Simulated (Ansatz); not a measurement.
# BaS: the cost of one run

Method: the levels named in each step, in Ansatz 0.2.0.

### 1 The structure to begin with

Bond lengths: S1–Ba2 2.637 Å.

As a file:

```xyz
2

S     0.0000    0.0000    0.0000
Ba    0.0000    0.0000    2.6366
```

### 2 A rough first relaxation, PBE-D4/def2-SVP

This run stands in another session on the same molecule. It ended at:

```xyz
2

S     0.0000    0.0000    0.0468
Ba    0.0000    0.0000    2.5898
```

### 3 Relaxation, HF/def2-SVP

input.yaml

```yaml
crystal:
  periodic: [false, false, false]
  atoms:
    - { symbol: S, position_ang: [0.0, 0.0, 0.04675238] }
    - { symbol: Ba, position_ang: [0.0, 0.0, 2.58982762] }
basis:
  gaussian: { orbitals: def2-SVP }
hamiltonian:
  xc: hf
relax:
  f_tol: 0.002
  max_steps: 150
```

The run is started by

```sh
ansatz run input.yaml --threads 1 --pin off --max-ram 2560MiB --backend cpu --events-out ev --progress --plain --runs-dir out
```

**Question.** How long does this run take on 1 thread of AMD EPYC 7R13 (Zen 3), shared host, and how much memory does it need?

About 2.1 s, with a peak of 0.099 GiB.
